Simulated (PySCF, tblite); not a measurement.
# CH₉SSeSi₃ radical: geometry, infrared bands and EPR parameters

Aim: predict the infrared bands and EPR parameters of CH₉SSeSi₃ radical (`[SiH2][SiH2]C[Se][SiH2]S`).

Programs: tblite 0.8.0 and PySCF 2.14.0, with density-fitted response routines of our own. Each step states its level of theory. These are calculated values for one molecule in the gas phase, unless marked as measured. Atoms are numbered from 0 throughout.

### Step 1. Starting geometry

15 atoms, charge 0, multiplicity 2; geometry from: force field or distance geometry start.

Bonds of the start (Å): Si0–Si1 2.23, Si1–C2 1.88, C2–Se3 1.93, Se3–Si4 2.28, Si4–S5 2.15, Si0–H6 1.47, Si0–H7 1.47, Si1–H8 1.48, Si1–H9 1.46, C2–H10 1.11, C2–H11 1.11, Si4–H12 1.47, Si4–H13 1.47, S5–H14 1.42.

### Step 2. Geometry optimisation with GFN2-xTB

Job settings and geometry (Å):

```
{"job": {"kind": "relax", "xc": "GFN2-xTB", "basis": "xTB"}, "charge": 0, "multiplicity": 2}
Si    -2.627200     1.667800     0.507000
Si    -2.229400    -0.437300    -0.103000
C     -0.388200    -0.670700    -0.399500
Se     0.576800    -0.446800     1.261100
Si     2.586700    -0.773200     0.240800
S      2.977300     0.870600    -1.093700
H     -1.900200     1.976300     1.741200
H     -2.174900     2.577800    -0.555800
H     -2.656900    -1.360100     0.972500
H     -2.967600    -0.741900    -1.324200
H     -0.226300    -1.686300    -0.811500
H     -0.065800     0.088100    -1.138300
H      3.645600    -0.842500     1.256800
H      2.559500    -2.026800    -0.535600
H      2.886100     1.812800    -0.039700
```

The run is started by

```bash
$ OMP_NUM_THREADS=1 python probes_run.py task.json out
```

One launch serves the whole session: the jobs run in the order shown.

Standard output:

```text
step      E/eV     max force
  0    -498.07667    1.489
  1    -498.18256    0.921
  2    -498.24402    0.509
  3    -498.25969    0.400
  4    -498.30671    0.380
  5    -498.31376    0.268
  6    -498.33061    0.280
  7    -498.33861    0.295
  8    -498.35136    0.272
  9    -498.35820    0.283
 10    -498.36400    0.206
 11    -498.36740    0.153
 12    -498.36910    0.104
 13    -498.37006    0.088
 14    -498.37129    0.092
 15    -498.37303    0.137
 16    -498.37540    0.165
 17    -498.37796    0.160
 18    -498.38006    0.126
 19    -498.38145    0.085
 20    -498.38248    0.071
 21    -498.38354    0.099
 22    -498.38501    0.133
 23    -498.38711    0.165
 24    -498.38959    0.173
 25    -498.39165    0.119
 26    -498.39275    0.069
 27    -498.39335    0.068
 28    -498.39400    0.086
 29    -498.39491    0.110
 30    -498.39605    0.095
 31    -498.39717    0.092
 32    -498.39811    0.097
 33    -498.39889    0.078
 34    -498.39962    0.068
 35    -498.40036    0.058
 36    -498.40098    0.064
 37    -498.40142    0.058
 38    -498.40175    0.058
 39    -498.40210    0.063
 40    -498.40245    0.049
 41    -498.40269    0.039
 42    -498.40278    0.020
 43    -498.40283    0.017
 44    -498.40287    0.018
 45    -498.40295    0.030
 46    -498.40305    0.037
 47    -498.40318    0.039
 48    -498.40330    0.032
 49    -498.40343    0.027
 50    -498.40356    0.043
 51    -498.40368    0.038
 52    -498.40378    0.026
 53    -498.40390    0.030
 54    -498.40407    0.045
 55    -498.40437    0.077
 56    -498.40479    0.089
 57    -498.40520    0.062
 58    -498.40544    0.035
 59    -498.40559    0.034
 60    -498.40579    0.042
 61    -498.40612    0.060
 62    -498.40655    0.051
 63    -498.40689    0.041
 64    -498.40707    0.030
 65    -498.40720    0.035
 66    -498.40740    0.044
 67    -498.40769    0.054
 68    -498.40797    0.045
 69    -498.40813    0.024
 70    -498.40820    0.021
 71    -498.40826    0.024
 72    -498.40839    0.035
 73    -498.40867    0.057
 74    -498.40918    0.071
 75    -498.40977    0.072
 76    -498.41022    0.056
 77    -498.41052    0.040
 78    -498.41074    0.036
 79    -498.41101    0.043
 80    -498.41134    0.063
 81    -498.41159    0.040
 82    -498.41181    0.036
 83    -498.41195    0.032
 84    -498.41211    0.031
 85    -498.41230    0.037
 86    -498.41254    0.039
 87    -498.41280    0.048
 88    -498.41313    0.046
 89    -498.41367    0.068
 90    -498.41444    0.096
 91    -498.41532    0.078
 92    -498.41587    0.121
 93    -498.41656    0.079
 94    -498.41704    0.044
 95    -498.41771    0.053
 96    -498.41843    0.064
 97    -498.41900    0.043
 98    -498.41961    0.075
 99    -498.41990    0.066
100    -498.42056    0.089
101    -498.42115    0.062
102    -498.42168    0.051
103    -498.42220    0.041
104    -498.42276    0.065
105    -498.42331    0.066
106    -498.42365    0.060
107    -498.42390    0.041
108    -498.42420    0.035
109    -498.42457    0.056
110    -498.42527    0.085
111    -498.42618    0.092
112    -498.42708    0.090
113    -498.42784    0.082
114    -498.42755    0.103
115    -498.42882    0.076
116    -498.42931    0.053
117    -498.43086    0.114
118    -498.43207    0.103
119    -498.43405    0.118
120    -498.43767    0.234
121    -498.44018    0.159
122    -498.42754    0.648
123    -498.44363    0.077
124    -498.44518    0.076
125    -498.44239    0.309
126    -498.44724    0.080
127    -498.44808    0.054
128    -498.44871    0.198
129    -498.45003    0.080
130    -498.45105    0.065
131    -498.45664    0.159
132    -498.46013    0.069
133    -498.46271    0.123
134    -498.46464    0.093
135    -498.46612    0.059
136    -498.46684    0.125
137    -498.46777    0.058
138    -498.46854    0.048
139    -498.46915    0.044
140    -498.46967    0.046
141    -498.47010    0.043
142    -498.47036    0.029
143    -498.47051    0.028
144    -498.47062    0.031
145    -498.47073    0.027
146    -498.47084    0.022
147    -498.47093    0.022
148    -498.47107    0.021
149    -498.47115    0.022
150    -498.47130    0.023
151    -498.47143    0.025
152    -498.47158    0.024
153    -498.47172    0.025
154    -498.47185    0.027
155    -498.47197    0.028
156    -498.47212    0.029
157    -498.47234    0.033
158    -498.47263    0.044
159    -498.47297    0.046
160    -498.47335    0.059
161    -498.47380    0.057
162    -498.47433    0.059
163    -498.47478    0.049
164    -498.47504    0.029
165    -498.47517    0.032
166    -498.47529    0.038
167    -498.47545    0.041
168    -498.47568    0.049
169    -498.47597    0.047
170    -498.47629    0.052
171    -498.47656    0.045
172    -498.47675    0.030
173    -498.47688    0.026
174    -498.47695    0.024
175    -498.47701    0.018
176    -498.47709    0.015
177    -498.47714    0.017
178    -498.47719    0.020
179    -498.47726    0.022
180    -498.47734    0.021
181    -498.47742    0.018
182    -498.47746    0.009
```

Run time: 1.2 s. Hardware: 1 thread of AMD EPYC 9R45, shared host.

The steps of the relaxation: (not every step is listed)

```tsv
step	energy from step 0 (eV)	largest force (eV/Å)
0	0.0000	1.4892
1	-0.1059	0.9214
2	-0.1673	0.5087
3	-0.1830	0.3997
4	-0.2300	0.3805
5	-0.2371	0.2682
6	-0.2539	0.2800
7	-0.2619	0.2948
8	-0.2747	0.2721
24	-0.3129	0.1728
40	-0.3258	0.0485
56	-0.3281	0.0891
72	-0.3317	0.0352
88	-0.3365	0.0460
104	-0.3461	0.0647
120	-0.3610	0.2335
136	-0.3902	0.1253
152	-0.3949	0.0244
168	-0.3990	0.0489
177	-0.4005	0.0175
178	-0.4005	0.0201
179	-0.4006	0.0216
180	-0.4007	0.0208
181	-0.4008	0.0181
182	-0.4008	0.0090
```

Close pairs (by a distance rule), those that changed most:

```tsv
bond	before (Å)	after (Å)	change (Å)
S5–H14	1.417	1.325	-0.091
Si0–Si1	2.228	2.278	+0.051
C2–Se3	1.934	1.972	+0.038
Si1–C2	1.879	1.914	+0.035
Si4–H13	1.475	1.455	-0.020
Si1–H9	1.459	1.479	+0.020
C2–H10	1.108	1.089	-0.019
C2–H11	1.107	1.090	-0.017
```

The final coordinates are the input of the step that follows.

### Step 3. Vibrational analysis with GFN2-xTB

Job settings and geometry (Å):

```
{"job": {"kind": "ir", "xc": "GFN2-xTB", "basis": "xTB"}, "charge": 0, "multiplicity": 2}
Si    -2.292362     1.697650     0.855448
Si    -2.222686    -0.286650    -0.262051
C     -0.379265    -0.765369    -0.456317
Se     0.588591    -0.624081     1.255682
Si     2.686500    -0.863345     0.431618
S      3.049702     0.544505    -1.162331
H     -1.285012     2.733932     0.607589
H     -3.573475     2.394078     0.985408
H     -2.860874    -1.355112     0.522887
H     -2.721859    -0.454074    -1.644141
H     -0.271213    -1.795023    -0.794032
H      0.134785    -0.116169    -1.165476
H      3.593698    -0.582674     1.531629
H      2.890638    -2.145122    -0.224889
H      2.658419     1.625443    -0.502935
```

Standard output:

```text
mode    cm-1     km/mol
  1       8.2      0.15
  2      33.5      1.70
  3      50.2      2.30
  4      73.2      2.15
  5     104.2      0.62
  6     113.5      2.59
  7     117.1     12.34
  8     153.0     33.84
  9     190.2      0.91
 10     365.3     17.44
 11     369.2     38.43
 12     388.6     28.57
 13     414.5     25.03
 14     423.2     51.35
 15     494.4     12.63
 16     503.0     25.78
 17     505.1     34.48
 18     563.5      5.34
 19     598.3     23.09
 20     646.9    416.48
 21     664.9    118.80
 22     714.6    375.04
 23     717.9    269.39
 24     735.1     66.13
 25     743.9    201.70
 26     792.5    273.77
 27     823.1    145.83
 28    1043.5     18.11
 29    1137.0      4.73
 30    1426.6     13.59
 31    2100.6    324.59
 32    2173.6    138.91
 33    2218.7    276.06
 34    2240.2    425.43
 35    2325.7    166.75
 36    2336.0    246.05
 37    2458.4    106.72
 38    2957.0     18.08
 39    2970.5     13.97
```

Run time: 0.51 s. Hardware: 1 thread of AMD EPYC 9R45, shared host.

Which atoms move in the most intense modes:

```tsv
cm⁻¹	km/mol	atoms
647	416.5	H12 46 %, H14 17 %, H13 14 %
715	375.0	H12 38 %, H13 30 %, H14 23 %
718	269.4	C2 23 %, H8 21 %, H11 20 %, H10 17 %
792	273.8	H6 37 %, H7 35 %, H9 11 %
2101	324.6	H9 94 %
2219	276.1	H6 93 %
2240	425.4	H7 95 %
2336	246.1	H12 90 %
```

### Step 4. EPR parameters: B3LYP/def2-TZVP-core+pcH-1

The job, as its differences from that of step 3:

```diff
@@ -1,2 +1,2 @@
-{"job": {"kind": "ir", "xc": "GFN2-xTB", "basis": "xTB"}, "charge": 0, "multiplicity": 2}
+{"job": {"kind": "epr", "basis": "pcH-1"}, "charge": 0, "multiplicity": 2}
 Si    -2.292362     1.697650     0.855448
```

Method: UKS B3LYP, def2-TZVP-core on Se, pcH-1 on C H S Si, non-relativistic, mean-field spin-orbit, GIAO.

Standard output:

```text
UKS, coarse grid
  cycle   1  E = -3711.78139132  |g| = 1.47e+00
  cycle   2  E = -3711.77330997  |g| = 5.96e-01
  cycle   3  E = -3711.78842652  |g| = 3.86e-01
  cycle   4  E = -3711.83972097  |g| = 9.97e-02
  cycle   5  E = -3711.84515802  |g| = 1.50e-02
  cycle   6  E = -3711.84525781  |g| = 5.03e-03
  cycle   7  E = -3711.84527567  |g| = 7.66e-04
  cycle   8  E = -3711.84527502  |g| = 4.66e-04
UKS, final grid
  cycle   1  E = -3711.84534955  |g| = 3.21e-04
  cycle   2  E = -3711.84534953  |g| = 3.84e-04
  cycle   3  E = -3711.84534960  |g| = 4.26e-05
  cycle   4  E = -3711.84534960  |g| = 1.89e-05
E = -3711.84534960 Eh   <S^2> = 0.7526 (exact 0.7500)
g shifts (ppm)      1          2          3
  rmc          -122       -122       -122
  gc             11         36         24
  oz_so         433       2422       5299
  total         321       2336       5201
hyperfine (MHz)  atom isotope    a_iso     a_fc   dipolar eigenvalues
    0  29Si    -336.40    -337.43   -176.52     87.62     88.91
    1  29Si      -6.88      -6.88     -5.97      0.84      5.12
    2   13C      -2.09      -2.10     -0.39     -0.09      0.49
    3  77Se      44.67      45.21     -6.00     -4.62     10.62
    4  29Si      -4.96      -4.98     -1.53      0.70      0.83
    5   33S       0.05       0.06     -0.10     -0.03      0.13
    6    1H      -8.19      -8.22    -10.54      2.11      8.43
    7    1H      -8.36      -8.39    -10.62      2.23      8.39
    8    1H       8.58       8.57     -2.58     -1.19      3.77
    9    1H      72.57      72.57     -2.23     -0.41      2.64
   10    1H       1.28       1.29     -1.08     -0.52      1.59
   11    1H       1.28       1.28     -1.39     -0.92      2.31
   12    1H      -0.12      -0.12     -0.39     -0.29      0.68
   13    1H       2.86       2.86     -0.36     -0.25      0.61
   14    1H      -0.00      -0.00     -0.53     -0.48      1.01
```

Wall time 2 min (1 thread of AMD EPYC 9R45, shared host); peak memory 1.3 GiB.

Principal g values 2.00264, 2.00466, 2.00752; g(iso) = 2.00494, against 2.00232 for a free electron.

Hyperfine couplings; where a row names several nuclei, a(iso) is their mean (it holds for fast rotation or exchange) and the dipolar term the largest among them:

```tsv
nuclei	isotope	a(iso) (MHz)	a(iso) (G, at g = 2.0023)	largest dipolar term (MHz)
Si0	29Si	-336.4	-120.0	-176.5
Se3	77Se	44.7	15.9	10.6
H8, H9	1H	40.6	14.5	3.8
H6, H7	1H	-8.3	-3.0	-10.6
Si1	29Si	-6.9	-2.5	-6.0
Si4	29Si	-5.0	-1.8	-1.5
C2	13C	-2.1	-0.7	0.5
H12, H13	1H	1.4	0.5	0.7
H10, H11	1H	1.3	0.5	2.3
S5	33S	0.1	0.0	0.1
H14	1H	0.0	0.0	1.0
```

Mulliken spin populations:

Si0 0.98; Si1 0.01; C2 0.00; Se3 0.01; Si4 0.01; S5 0.00; H6 -0.02; H7 -0.02; H8 0.00; H9 0.04; H10 0.00; H11 0.00; H12 0.00; H13 0.00; H14 0.00

In first order the couplings over 0.8 MHz of 1H give 81 distinct lines over 36.8 G, if the averaged nuclei exchange fast; the same motion can average rows kept apart here too.

The fields below are evaluated on a grid from the run's orbitals.

ELF in a plane through or near 5 of the atoms.

Values, 10 rows by 14 columns:
```
0.00 0.00 0.00 0.00 0.00 0.00 0.00 0.00 0.00 0.00 0.00 0.00 0.00 0.00
0.00 0.00 0.00 0.00 0.00 0.00 0.00 0.00 0.22 0.31 0.01 0.00 0.00 0.00
0.00 0.00 0.00 0.03 0.14 0.22 0.00 0.04 1.00 1.00 0.15 0.46 0.18 0.00
0.00 0.00 0.04 0.20 0.21 0.14 0.02 0.01 0.91 0.89 0.44 1.00 0.86 0.00
0.00 0.00 0.05 0.36 0.75 0.18 0.21 0.04 0.19 0.55 0.38 0.74 0.37 0.00
0.00 0.00 0.04 0.30 0.12 0.35 0.36 0.56 0.55 0.23 0.72 0.04 0.00 0.00
0.00 0.00 0.69 1.00 0.98 0.03 0.63 0.52 0.63 0.19 0.32 0.03 0.00 0.00
0.00 0.00 0.29 0.98 0.87 0.00 0.96 0.92 0.06 0.27 0.14 0.01 0.00 0.00
0.00 0.00 0.00 0.01 0.00 0.00 0.05 0.05 0.00 0.02 0.01 0.00 0.00 0.00
0.00 0.00 0.00 0.00 0.00 0.00 0.00 0.00 0.00 0.00 0.00 0.00 0.00 0.00
```
The map spans 13.3 Å across and 10.0 Å up, centred on the molecule. Atoms in the plane (x, y in Å): Si1 (2.1, -0.9), C2 (0.2, -0.9), H6 (1.9, 2.4), H10 (-0.2, -2.0), H13 (-3.3, -1.4).

On the surface of density 0.002 e/bohr³ the electrostatic potential runs, from the 1st to the 99th percentile, from -0.68 V near S5 to 1.27 V near H14.

The spin density lies nearest to Si0 65 %; H6, H7 about 10 % each.

### Step 5. Summary of results

```
                                                                  quantity                    value
                                 strongest single infrared mode (GFN2-xTB)    2240 cm⁻¹, 425 km/mol
                                              zero-point energy (GFN2-xTB)            52.5 kcal/mol
                                                            g(iso) (B3LYP)                  2.00494
                                                                      ⟨S²⟩       0.753 (exact 0.75)
                                        largest a(iso) (averaged by class)  29Si on Si0, -336.4 MHz
potential on the surface of density 0.002 e/bohr³, 1st and 99th percentile       -0.68 V and 1.27 V
```

**Reading.** Relaxing lowered the energy by 0.401 eV in 182 steps; the close pair that moved most is S5–H14, from 1.417 to 1.325 Å. All 39 modes are real, so the xTB geometry is a minimum. The strongest single mode, at 2240 cm⁻¹, moves mainly H7. Unscaled tight-binding wavenumbers are off by several per cent, some by more. Its intensities can rank the bands wrongly. Most of the unpaired spin sits on Si0 (0.98 e). The isotropic g lies 2.6 ppt above the free-electron value. The hyperfine terms hold no scalar relativity, which the heavier nuclei need. These values are for one conformer; the search (at its own cheap level) found 2 more, at 0.09, 1.00 kcal/mol, and measured spectra average over such forms.
